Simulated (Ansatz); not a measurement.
# One shape, several levels: GeH4 (SMILES [GeH4])

Aim: a comparison of 6 runs (HF/STO-3G, UHF/STO-3G, PBE/STO-3G, r2SCAN0/STO-3G, CCSD/STO-3G, UCCSD(T)/STO-3G) of GeH4. 

Program for the calculation: Ansatz 0.2.0.

32 further runs of the same task are left out: 3 that didn't finish, 29 set aside as unsound or not needed.

### 1 The molecule

The species is GeH4 (5 atoms), meant as a singlet with charge 0. SMILES: `[GeH4]`. The H3–Ge1 distance was set to 3.835 Å, away from the relaxed value. At this shape a bond of the SMILES string is far longer than usual.

Bond lengths: Ge1–H2 1.534 Å, Ge1–H4 1.534 Å, Ge1–H5 1.534 Å. Angles: H2–Ge1–H4 109.5°, H2–Ge1–H5 109.5°, H4–Ge1–H5 109.5°.

### 2 A single-point energy at HF/STO-3G (run 1)

File job.yaml:

```yaml
crystal:
  periodic: [false, false, false]
  atoms:
    - {symbol: Ge, position_ang: [1.858479, 0.045251, -1.356321]}
    - {symbol: H, position_ang: [3.006479, -0.711149, -0.675721]}
    - {symbol: H, position_ang: [-1.238800, -0.030000, 0.904200]}
    - {symbol: H, position_ang: [1.529179, -0.623949, -2.696921]}
    - {symbol: H, position_ang: [2.278179, 1.500551, -1.600421]}
basis:
  gaussian:
    orbitals: STO-3G
magnetization:
  spin_polarized: false
  initial_magnetization: 0
accuracy: high
hamiltonian:
  xc: hf
```

Launch:

```bash
$ ansatz run job.yaml --threads 1 --pin off --max-ram 2610MiB --events-out events.jsonl --progress --plain --runs-dir runs
```

The program printed:

```text
Warning: RAYON_NUM_THREADS=1 ignored (pool sized by the plan → 1); use --threads N
Functional definition: HF
  name "HF"
  exchange = exact_x
  correlation = 0
278 factors; integrals over basis functions are off by at most 3.6e-9 eV
mean field evaluation 1: about -55879.0758 eV, gradient 9.4e0 eV
mean field evaluation 2: about -55879.0764 eV, gradient 9.4e0 eV
mean field evaluation 4: about -55883.4009 eV, gradient 9.0e0 eV
mean field evaluation 8: about -55884.1266 eV, gradient 1.3e-1 eV
mean field evaluation 16: about -55881.8942 eV, gradient 9.7e0 eV
mean field -55884.12588753 eV, -2053.7037467458 hartree, gradient 1.4e-8 eV, S^2 0.000000; 0 other end points of the search recorded, 0 dependent functions left out
reference -55884.12588753 eV, -2053.7037467458 hartree; 18, 18 occupied and 4, 4 virtual orbitals, 278 factors
Total energy: -55884.12588753 eV, -2053.7037467458 hartree
```

It took 0.12 s on 1 thread of Arm Neoverse V1, shared host.

### 3 The energy at UHF/STO-3G (run 2)

File run.yaml:

```yaml
basis:
  gaussian:
    orbitals: STO-3G
crystal:
  periodic: [false, false, false]
  atoms:
    - symbol: Ge
      position_ang: [1.858479, 0.045251, -1.356321]
    - symbol: H
      position_ang: [3.006479, -0.711149, -0.675721]
    - symbol: H
      position_ang: [-1.238800, -0.030000, 0.904200]
    - symbol: H
      position_ang: [1.529179, -0.623949, -2.696921]
    - symbol: H
      position_ang: [2.278179, 1.500551, -1.600421]
magnetization:
  spin_polarized: true
hamiltonian:
  xc: hf
accuracy: high
```

Launch:

```bash
$ ansatz run run.yaml --threads 1 --pin off --max-ram 2610MiB --events-out events.jsonl --progress --plain --runs-dir runs
```

The program printed:

```text
Warning: RAYON_NUM_THREADS=1 ignored (pool sized by the plan → 1); use --threads N
[... 4 set-up lines as earlier in the session ...]
278 factors; integrals over basis functions are off by at most 3.6e-9 eV
mean field evaluation 1: about -55879.0758 eV, gradient 6.7e0 eV
mean field evaluation 2: about -55879.0764 eV, gradient 6.7e0 eV
mean field evaluation 4: about -55883.4010 eV, gradient 6.4e0 eV
mean field evaluation 8: about -55884.1268 eV, gradient 9.1e-2 eV
mean field evaluation 16: about -55884.1259 eV, gradient 7.9e-6 eV
mean field evaluation 32: about -55889.6755 eV, gradient 2.6e-8 eV
mean field -55889.67552445 eV, -2053.9076921410 hartree, gradient 9.0e-8 eV, S^2 1.000981; 2 other end points of the search recorded, 0 dependent functions left out
reference -55889.67552445 eV, -2053.9076921410 hartree; 18, 18 occupied and 4, 4 virtual orbitals, 278 factors
Total energy: -55889.67552445 eV, -2053.9076921410 hartree
```

It took 0.22 s on 1 thread of Arm Neoverse V1, shared host.

Runs 3 to 5 aren't shown in full; the table further down has their settings and results.

### 4 The energy at UCCSD(T)/STO-3G (run 6)

Edit run.yaml of step 3 so:

```diff
@@ -1,4 +1 @@
-basis:
-  gaussian:
-    orbitals: STO-3G
 crystal:
@@ -16,6 +13,7 @@
       position_ang: [2.278179, 1.500551, -1.600421]
-magnetization:
-  spin_polarized: true
-hamiltonian:
-  xc: hf
+basis:
+  gaussian: {orbitals: STO-3G}
+magnetization: {spin_polarized: true, initial_magnetization: 0}
+correlation: {method: ccsd_t, frozen_orbitals: {Ge: 9, H: 0}}
 accuracy: high
+scf: {omitted_lower_state_checks: [cluster_reference, increment]}
```

Launch:

```bash
$ ansatz run run.yaml --threads 1 --pin off --max-ram 2610MiB --events-out events.jsonl --progress --plain --runs-dir runs
```

The program printed (excerpt; [...] marks lines left out):

```text
Warning: RAYON_NUM_THREADS=1 ignored (pool sized by the plan → 1); use --threads N
[... 2 set-up lines as earlier in the session ...]
[...]
278 factors; integrals over basis functions are off by at most 3.6e-9 eV
[...]
mean field -55889.67552445 eV, -2053.9076921410 hartree, gradient 9.0e-8 eV, S^2 1.000981; 5 other end points of the search recorded, 0 dependent functions left out
9 core orbitals not correlated: weight in the atoms' cores, before any rotation towards them, 1.000 or more for the frozen orbitals, at most 0.000 for the correlated occupied ones
reference -55889.67552445 eV, -2053.9076921410 hartree; 9, 9 occupied and 4, 4 virtual orbitals, 278 factors
second order -0.91800930 eV of doubles, -0.00000000 eV of singles
cycle   1  -1.22517775 eV  change   -3.1e-1 eV  update   4.8e-2
[...]
cycle  30  -1.41319417 eV  change   4.2e-10 eV  update  6.0e-10
perturbative correction -0.01131817 eV, -0.0004159351 hartree
Total energy: -55891.10003679 eV, -2053.9600420038 hartree
Checks for a lower state left out: cluster_reference, increment
```

Run time: 0.44 s. Hardware: 1 thread of Arm Neoverse V1, shared host.

### 5 Overview of the runs

```
run            level  frozen core orbitals   energy (Eh)  wall time
  1        HF/STO-3G                     –  -2053.703747     0.12 s
  2       UHF/STO-3G                     –  -2053.907692     0.22 s
  3       PBE/STO-3G                     –  -2054.794486        2 s
  4   r2SCAN0/STO-3G                     –  -2055.260687      2.9 s
  5      CCSD/STO-3G                     9  -2053.955836      0.2 s
  6  UCCSD(T)/STO-3G                     9  -2053.960042     0.44 s
```

### 6 Summary of results

| quantity | value |
| --- | --- |
| run 6: total energy | -2053.96004 Eh |
| run 6: correlation energy (9 core orbitals frozen) | -52.3 mEh |
| run 6: (T) correction | -0.42 mEh |
| run 6: ⟨S²⟩ of the reference determinant | 1.001 |
| run 6: T1 diagnostic | 0.003 |

What this shows: Below the UHF energy at the same shape and in the same basis (STO-3G): CCSD -48.1 mEh; UCCSD(T) -52.3 mEh. Some of these start from another determinant than that one, so these aren't their correlation energies. Totals of different functionals can't be ranked against each other. In run 5 the log says that unrestricted orbitals would lower the reference, so the values rest on an unstable closed-shell determinant (other closed-shell runs at this shape may share the fault). In runs 1, 2, 3, 4, 5, 6 the basis is minimal, so the values are rough. In runs 1, 3, 4, 5 a closed-shell determinant meets a far-stretched bond, which it describes badly. Spin contamination of the reference: run 2 ⟨S²⟩ = 1.00, run 6 ⟨S²⟩ = 1.00. Where it is this large, the reference is a mixture of spin states, and values that rest on it are in doubt. All runs together took 5.9 s, the longest 2.9 s.
